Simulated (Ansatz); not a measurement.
This script drives Ansatz 0.2.0 through its Python package.

The script, `adiabatic_cdh2os.py`:
```python
"""Vertical and adiabatic ionisation of CdH2OS."""

import itertools
import warnings

import ansatz as az
from ase.data import atomic_numbers, covalent_radii
import numpy as np

GEOMETRY = """
O    -0.08801   -1.30259    0.56139
Cd   -1.06252    0.21849   -0.17540
S     0.37304    1.97510   -0.81667
H    -0.58495   -2.08063    0.82648
H     1.36244    1.18963   -0.39580
"""

warnings.simplefilter("ignore", az.DeckWarning)

mol = az.Crystal.molecule()
for line in GEOMETRY.strip().splitlines():
    symbol, *xyz = line.split()
    mol = mol.atom(symbol, [float(v) for v in xyz])

setup = (
    mol.calculation()
    .basis(gaussian="def2-SVP")
    .functional("PBE0")
)
symbols = [site.symbol for site in mol.cartesian_sites]
start = np.array([site.position_ang for site in mol.cartesian_sites], dtype=float)
report = setup.relax(force_tolerance=0.01).run(threads=1).report
end = np.array(report["positions_ang"])

minimum = az.Crystal.molecule()
for symbol, place in zip(symbols, end):
    minimum = minimum.atom(symbol, place.tolist())
ion = minimum.calculation()
ion = ion.basis(gaussian="def2-SVP")
ion = ion.functional("PBE0").charge(1)
ion = ion.spin("collinear", total=1)
vertical = ion.run(threads=1).report
settled = ion.relax(force_tolerance=0.01, max_steps=80).run(threads=1).report
print(f"vertical ionisation energy   {vertical['free_energy_ev'] - report['free_energy_ev']:.3f} eV")
print(f"adiabatic, no zero point     {settled['free_energy_ev'] - report['free_energy_ev']:.3f} eV")
print(f"relaxation energy of the ion {vertical['free_energy_ev'] - settled['free_energy_ev']:.3f} eV")
ionised = np.array(settled["positions_ang"])
# pairs closer than 1.2 times the sum of covalent radii, before or after
radius = [covalent_radii[atomic_numbers[s]] for s in symbols]
span = lambda where, i, j: np.linalg.norm(where[i] - where[j])
bonded = [(i, j) for i, j in itertools.combinations(range(len(symbols)), 2) if min(span(end, i, j), span(ionised, i, j)) < 1.2 * (radius[i] + radius[j])]
print("pair        before    after (A)")
for i, j in bonded:
    print(f"{symbols[i]}{i}-{symbols[j]}{j}".ljust(10), f"{span(end, i, j):8.4f} {span(ionised, i, j):8.4f}")
for first, second in list(itertools.combinations(bonded, 2)):
    shared = set(first) & set(second)
    if shared and symbols[(j := shared.pop())] != "H":
        i, k = sorted((set(first) | set(second)) - {j})
        u, v = ionised[i] - ionised[j], ionised[k] - ionised[j]
        angle = np.degrees(np.arccos(np.clip(u @ v / np.linalg.norm(u) / np.linalg.norm(v), -1, 1)))
        print(f"final angle {symbols[i]}{i}-{symbols[j]}{j}-{symbols[k]}{k}: {angle:.2f} deg")
```

It is started by `python adiabatic_cdh2os.py`. How long does it take on 1 thread of Arm Neoverse V2, with other jobs on the host, and how much memory does it need?

It took about 120 s, with a peak of 0.28 GiB, for 3 runs of the engine.

Output of `python adiabatic_cdh2os.py`:
```text
vertical ionisation energy   9.537 eV
adiabatic, no zero point     9.304 eV
relaxation energy of the ion 0.233 eV
pair        before    after (A)
O0-Cd1       1.9677   1.9593
O0-H3        0.9641   0.9708
Cd1-S2       2.3318   2.3940
S2-H4        1.3522   1.3615
final angle Cd1-O0-H3: 118.72 deg
final angle O0-Cd1-S2: 175.97 deg
final angle Cd1-S2-H4: 96.57 deg
```

The energies are electronic: no zero-point or thermal terms, and the basis set is short of its limit. The product may relax into another structure. Each relaxation finds its nearest minimum, which needn't be the lowest. def2 sets replace the cores of elements past krypton by effective core potentials.
